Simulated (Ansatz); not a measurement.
**Si: band structure with PBEsol**

Crystal: Si.

```
CELL_PARAMETERS angstrom
0.00000 2.72185 2.72185
2.72185 0.00000 2.72185
2.72185 2.72185 0.00000
ATOMIC_POSITIONS crystal
Si 0.50000 0.50000 0.50000
Si 0.75000 0.75000 0.75000
```

```json
{
  "Program": "Ansatz 0.2.0",
  "Task": "band structure",
  "Functional": "PBEsol",
  "Potentials or basis": "all-electron PAW datasets made for the crystal",
  "Cutoff": "180 eV (chosen from the basis error)",
  "k mesh": "8 × 8 × 8",
  "Occupations": "fermi-dirac, width 0.05 eV",
  "Spin": "no spin polarisation"
}
```

```json
{
  "Pressure": "-0.6 GPa",
  "Band gap on the k mesh": "0.52 eV, indirect (least direct gap 2.52 eV)",
  "Band gap along the path": "0.49 eV, indirect (least direct gap 2.52 eV)"
}
```

Levels at the corners of the path, in eV from the valence-band top:
```csv
point,band 1,band 2,band 3,band 4,band 5,band 6,band 7,band 8
Γ,-11.94,0.00,0.00,0.00,2.52,2.52,2.52,3.23
X,-7.81,-7.81,-2.85,-2.85,0.61,0.61,10.00,10.00
W,-7.64,-7.64,-3.87,-3.87,4.18,4.18,4.92,4.92
K,-8.21,-7.22,-4.32,-2.43,1.11,4.04,7.39,7.92
Γ,-11.94,0.00,0.00,0.00,2.52,2.52,2.52,3.23
L,-9.61,-6.98,-1.20,-1.20,1.44,3.28,3.28,7.51
U,-8.21,-7.22,-4.32,-2.43,1.11,4.04,7.39,7.92
W,-7.64,-7.64,-3.87,-3.87,4.18,4.18,4.92,4.92
```

Run time: 5.1 s on 1 thread of Arm Neoverse N1, on a shared host, peak memory 0.25 GiB.
